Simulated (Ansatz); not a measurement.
# C2H7FInN: small, medium and large basis sets

One table from this session's results is given with a row withheld; the runs are named, their logs left out.

The runs use Ansatz 0.2.0, Gaussian basis; one geometry, several basis sets.

The runs, in order: PBE0-D4/def2-SVP; ωB97M-V/def2-SVP; PBE0-D4/def2-QZVPP; ωB97M-V/def2-QZVPP; the functionals' def2-TZVPP values are taken from earlier runs.

## Structure used throughout

An earlier PBE0-D4 in a triple-zeta def2 set relaxation fixed the geometry. In takes the def2 core potential; no spin-orbit term is included.

SMILES `C[N](C)[InH][F]`, 12 atoms, charge 0, spin multiplicity 1.

Atoms are counted from 1 here; the program's logs count them from 0.

Bond lengths: C1–N2 1.441 Å, C1–H6 1.100 Å, C1–H7 1.100 Å, C1–H8 1.091 Å, N2–C3 1.438 Å, N2–In4 1.991 Å, C3–H9 1.101 Å, C3–H10 1.093 Å, C3–H11 1.101 Å, In4–F5 1.963 Å, In4–H12 1.686 Å. Angles: N2–C1–H6 111.4°, N2–C1–H7 111.4°, N2–C1–H8 110.7°, H6–C1–H7 107.2°, H6–C1–H8 108.0°, H7–C1–H8 108.0°, C1–N2–C3 113.5°, C1–N2–In4 121.7°, C3–N2–In4 124.8°, N2–C3–H9 111.6°, N2–C3–H10 111.4°, N2–C3–H11 111.6°, H9–C3–H10 107.5°, H9–C3–H11 107.0°, H10–C3–H11 107.5°, N2–In4–F5 105.3°, N2–In4–H12 136.5°, F5–In4–H12 118.3°.

As a file:

```xyz
12
C2H7FInN
C    -1.02989   -0.88853    0.22440
N     0.07582    0.01192    0.01454
C     1.30124   -0.43252    0.62249
In   -0.13160    1.69608   -1.02609
F    -2.01404    1.73135   -1.58150
H    -1.24152   -1.02061    1.29613
H    -0.81891   -1.88580   -0.19005
H    -1.93373   -0.50796   -0.25419
H     1.19606   -0.54495    1.71242
H     2.11569    0.27397    0.44272
H     1.61873   -1.40982    0.22793
H     0.86216    2.97686   -1.48880
```

Set-up of the first run:

Input file in.yaml:

```yaml
crystal:
  periodic: [false, false, false]
  atoms:
    - {symbol: C, position_ang: [-1.029889, -0.888525, 0.224401]}
    - {symbol: N, position_ang: [0.075817, 0.011919, 0.014543]}
    - {symbol: C, position_ang: [1.301244, -0.432517, 0.622494]}
    - {symbol: In, position_ang: [-0.131601, 1.696083, -1.026095]}
    - {symbol: F, position_ang: [-2.014043, 1.731353, -1.581500]}
    - {symbol: H, position_ang: [-1.241524, -1.020607, 1.296133]}
    - {symbol: H, position_ang: [-0.818915, -1.885800, -0.190053]}
    - {symbol: H, position_ang: [-1.933735, -0.507958, -0.254188]}
    - {symbol: H, position_ang: [1.196056, -0.544952, 1.712415]}
    - {symbol: H, position_ang: [2.115687, 0.273971, 0.442724]}
    - {symbol: H, position_ang: [1.618732, -1.409822, 0.227926]}
    - {symbol: H, position_ang: [0.862161, 2.976855, -1.488802]}
basis:
  gaussian: {orbitals: def2-SVP}
hamiltonian: {xc: pbe0, dispersion: d4}
output: {orbitals: {seedname: orbitals}}
```

Launch:

```console
ansatz run in.yaml --threads 4 --pin off --events-out ev --progress --plain --max-ram 10444MiB
```

Steps of the session up to this table: PBE0-D4 in def2-SVP; ωB97M-V in def2-SVP; PBE0-D4 in def2-QZVPP; ωB97M-V in def2-QZVPP.

One of the session's tables, all rows but one given; the rest of the session is left out.

It belongs to the step «Density functionals: the series». 

```
functional       basis  HOMO (eV)
   PBE0-D4    def2-SVP          ?
   PBE0-D4  def2-TZVPP      -6.30
   PBE0-D4  def2-QZVPP      -6.32
   ωB97M-V    def2-SVP      -8.44
   ωB97M-V  def2-TZVPP      -8.56
   ωB97M-V  def2-QZVPP      -8.59
```

Estimate the missing values for PBE0-D4, def2-SVP.

As computed: HOMO (eV): -6.20. In the column «HOMO (eV)» it is the highest.
